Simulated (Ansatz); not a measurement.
This script for Ansatz 0.2.0, Python API starts 5 runs on AlBrH, SMILES [AlH][Br]. What input does the engine get in each?

Script `run_relaxed_scan.py`:
```python
'''Relaxed scan of one distance in AlBrH.'''

import ansatz
import numpy as np

GEOMETRY = '''
Al   -0.28330   -0.62200   -0.23100
Br    1.66020   -0.01350    0.90990
H    -1.38790    0.57070   -0.69220
'''


def main() -> None:
    molecule = ansatz.Crystal.molecule()
    for line in GEOMETRY.strip().splitlines():
        symbol, *xyz = line.split()
        molecule = molecule.atom(symbol, [float(v) for v in xyz])

    job = (
        molecule.calculation()
        .basis(gaussian='def2-SVP')
        .functional('hf')
        .spin('collinear', total=1)
    )
    symbols = [site.symbol for site in molecule.cartesian_sites]
    pairs = [(0, 1), (0, 2)]
    print('held (A)   E (eV)        ', '  '.join(f'{symbols[i]}{i}-{symbols[j]}{j}' for i, j in pairs))
    for length in [1.55, 1.69, 1.82, 2.03, 2.28]:
        report = job.relax(constraints=[ansatz.DistanceConstraint((0, 2), at=length)], force_tolerance=0.02, max_steps=60).run(threads=1, backend='cpu').report
        xyz = np.array(report['positions_ang'])
        print(f'{length:6.2f} {report["free_energy_ev"]:14.5f}  ', '  '.join(f'{np.linalg.norm(xyz[i] - xyz[j]):.3f}' for i, j in pairs))


if __name__ == '__main__':
    main()
```

Run 1:
```yaml
crystal:
  periodic: [false, false, false]
  atoms:
    - { symbol: Al, position_ang: [-0.2833, -0.622, -0.231] }
    - { symbol: Br, position_ang: [1.6602, -0.0135, 0.9099] }
    - { symbol: H, position_ang: [-1.3879, 0.5707, -0.6922] }
basis:
  gaussian:
    orbitals: def2-SVP
hamiltonian:
  xc: hf
magnetization:
  spin_polarized: true
  initial_magnetization: 1.0
relax:
  f_tol: 0.02
  max_steps: 60
  constraints:
    - { distance: [0, 2], at: 1.55 }
```

Run 2, against run 1:
```diff
-    - { distance: [0, 2], at: 1.55 }
+    - { distance: [0, 2], at: 1.69 }
```

Run 3, against run 1:
```diff
-    - { distance: [0, 2], at: 1.55 }
+    - { distance: [0, 2], at: 1.82 }
```

Run 4, against run 1:
```diff
-    - { distance: [0, 2], at: 1.55 }
+    - { distance: [0, 2], at: 2.03 }
```

Run 5, against run 1:
```diff
-    - { distance: [0, 2], at: 1.55 }
+    - { distance: [0, 2], at: 2.28 }
```

```console
$ python run_relaxed_scan.py
held (A)   E (eV)         Al0-Br1  Al0-H2
DeckWarning: relax.constraints: the input's atoms, or those drawn, lie off the distances that are held; a relaxation that starts there is brought onto them ahead of its first SCF, by positions alone, an atom by 6.99e-2 Å at the most. With the symmetry detection on, the symmetry is detected on the input's atoms as so [...]
  1.55   -76587.95901   2.285  1.550
  1.69   -76587.90476   2.284  1.690
  1.82   -76587.69736   2.283  1.820
  2.03   -76587.24285   2.284  2.030
  2.28   -76586.79256   2.295  2.280
```
(Warnings from the package without file and line, shortened, repeats left out.)

Total energies depend on the basis set; only differences at equal settings carry meaning. The energies are electronic: no zero-point or thermal terms, and the basis set is short of its limit. The run takes the species as open-shell (spin multiplicity 2), which needn't be its ground state. The expectation value of S² is noticeably off S(S+1) in at least one run, so that state is spin-contaminated. Finished in 14 s on 1 thread of Arm Neoverse V2, with other jobs on the host, peak memory 0.19 GiB.
